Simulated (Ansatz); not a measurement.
# CH5AsSi (SMILES C1[SiH2][AsH]1) at CAM-B3LYP/def2-SVP

What is the energy change on altering one bond length of CH5AsSi at CAM-B3LYP/def2-SVP? 

The calculation is run with Ansatz 0.2.0.

78 further runs of the same task are left out: 78 set aside as unsound or not needed.

### Step 1. The molecule

CH5AsSi: 8 atoms, total charge 0, spin state singlet. As SMILES, `C1[SiH2][AsH]1`. Geometry: relaxed at PBE0-D4/def2-TZVP.

Bond lengths: C1–Si2 1.843 Å, C1–As3 2.046 Å, Si2–As3 2.317 Å, C1–H4 1.084 Å, C1–H5 1.086 Å, Si2–H6 1.480 Å, Si2–H7 1.479 Å, As3–H8 1.526 Å. Some angles: C1–Si2–As3 57.6°, Si2–C1–As3 72.9°, C1–As3–Si2 49.5°, C1–Si2–H6 117.5°, C1–Si2–H7 118.2°, As3–Si2–H6 118.8°, As3–Si2–H7 119.8°, Si2–C1–H4 121.0°, Si2–C1–H5 118.1°, As3–C1–H4 114.8°.

### Step 2. The energy at CAM-B3LYP/def2-SVP

File input.yaml:

```yaml
crystal:
  periodic: [false, false, false]
  atoms:
    - {symbol: C, position_ang: [-0.770300, 0.017900, -0.576000]}
    - {symbol: Si, position_ang: [0.707800, 0.663100, 0.315700]}
    - {symbol: As, position_ang: [-0.538100, -1.122700, 1.107200]}
    - {symbol: H, position_ang: [-0.667200, -0.524000, -1.509300]}
    - {symbol: H, position_ang: [-1.690700, 0.591800, -0.522300]}
    - {symbol: H, position_ang: [0.581300, 1.973900, 0.990500]}
    - {symbol: H, position_ang: [2.040800, 0.422300, -0.277100]}
    - {symbol: H, position_ang: [0.428400, -2.079400, 0.415600]}
basis:
  gaussian:
    orbitals: def2-SVP
magnetization:
  spin_polarized: false
hamiltonian:
  xc: {name: CAM-B3LYP}
accuracy: high
output:
  orbitals: {seedname: orbitals}
```

Command:

```sh
$ ansatz run input.yaml --threads 1 --pin off --max-ram 3480MiB --events-out events.jsonl --progress --plain --runs-dir runs
```

The program printed:

```text
Warning: RAYON_NUM_THREADS=1 ignored (pool sized by the plan → 1); use --threads N
Functional definition: CAM-B3LYP
  name "CAM-B3LYP"
  parameter alpha = 0.19
  parameter beta = 0.46
  parameter omega = 0.33/bohr
  parameter ac = 0.81
  exchange = (1 - alpha - beta)*b88_x + beta*b88_x_sr(omega) + alpha*exact_x + beta*exact_x_lr(omega)
  correlation = (1 - ac)*vwn5_c + ac*lyp_c
1915 factors; integrals over basis functions are off by at most 4.8e-9 eV
404 factors; integrals over basis functions are off by at most 2.1e-9 eV
mean field evaluation 1: about -69825.1939 eV, gradient 3.7e1 eV
mean field evaluation 2: about -69823.9337 eV, gradient 4.1e1 eV
mean field evaluation 4: about -69828.3949 eV, gradient 8.3e-1 eV
mean field evaluation 8: about -69828.5063 eV, gradient 6.6e-2 eV
mean field evaluation 16: about -69828.5063 eV, gradient 2.0e-5 eV
mean field -69828.50633844 eV, -2566.1502764762 hartree, gradient 3.7e-8 eV, S^2 0.000000; 0 other end points of the search recorded, 0 dependent functions left out
reference -69828.50635685 eV, -2566.1502771528 hartree; 29, 29 occupied and 60, 60 virtual orbitals, 1915 factors
Total energy: -69828.50635685 eV, -2566.1502771528 hartree
```

It took 9.3 s on 1 thread of Arm Neoverse V1, shared host; peak memory 0.35 GiB.

### Step 3. The distorted shape at the same level

File run.yaml:

```yaml
crystal:
  periodic: [false, false, false]
  atoms:
    - {symbol: C, position_ang: [-1.836703, 0.210541, -0.101759]}
    - {symbol: Si, position_ang: [-0.358603, 0.855741, 0.789941]}
    - {symbol: As, position_ang: [-1.604503, -0.930059, 1.581441]}
    - {symbol: H, position_ang: [-1.733603, -0.331359, -1.035059]}
    - {symbol: H, position_ang: [-2.757103, 0.784441, -0.048059]}
    - {symbol: H, position_ang: [-0.485103, 2.166541, 1.464741]}
    - {symbol: H, position_ang: [2.040800, 0.422300, -0.277100]}
    - {symbol: H, position_ang: [-0.638003, -1.886759, 0.889841]}
basis:
  gaussian:
    orbitals: def2-SVP
accuracy: high
output: {orbitals: {seedname: orbitals}}
hamiltonian:
  xc: {name: CAM-B3LYP}
```

Command:

```sh
$ ansatz run run.yaml --threads 1 --pin off --max-ram 3480MiB --events-out events.jsonl --progress --plain --runs-dir runs
```

The program printed, shortened:

```text
Warning: RAYON_NUM_THREADS=1 ignored (pool sized by the plan → 1); use --threads N
[... 8 set-up lines as earlier in the session ...]
1893 factors; integrals over basis functions are off by at most 4.2e-9 eV
412 factors; integrals over basis functions are off by at most 2.3e-9 eV
mean field evaluation 1: about -69821.6452 eV, gradient 3.7e1 eV
mean field evaluation 2: about -69820.3054 eV, gradient 4.2e1 eV
mean field evaluation 4: about -69824.9732 eV, gradient 1.5e0 eV
mean field evaluation 8: about -69825.0822 eV, gradient 8.3e-2 eV
mean field evaluation 16: about -69825.0822 eV, gradient 1.3e-4 eV
mean field -69825.08221158 eV, -2566.0244421351 hartree, gradient 4.2e-8 eV, S^2 0.000000; 0 other end points of the search recorded, 0 dependent functions left out
reference -69825.08223119 eV, -2566.0244428554 hartree; 29, 29 occupied and 60, 60 virtual orbitals, 1893 factors
Total energy: -69825.08223119 eV, -2566.0244428554 hartree
```

It took 9 s on 1 thread of Arm Neoverse V1, shared host; peak memory 0.35 GiB.

### Step 4. Outcome

Level: CAM-B3LYP/def2-SVP.

| quantity | value |
| --- | --- |
| first shape: total energy | -2566.15028 Eh |
| first shape: HOMO energy | -8.04 eV |
| first shape: LUMO energy | 0.98 eV |
| first shape: HOMO–LUMO gap | 9.02 eV |
| distorted shape: total energy | -2566.02444 Eh |
| distorted shape: HOMO energy | -8.10 eV |
| distorted shape: LUMO energy | -1.95 eV |
| distorted shape: HOMO–LUMO gap | 6.14 eV |
| energy change with the Si2–H7 bond stretched from 1.479 to 2.662 Å | 3.424 eV |

In words: With the Si2–H7 bond stretched from 1.479 to 2.662 Å the energy rises by 3.42 eV (330 kJ/mol). The first shape isn't relaxed at this level, so the change isn't measured from a minimum. A restricted reference can't describe the breaking bond well at this length.
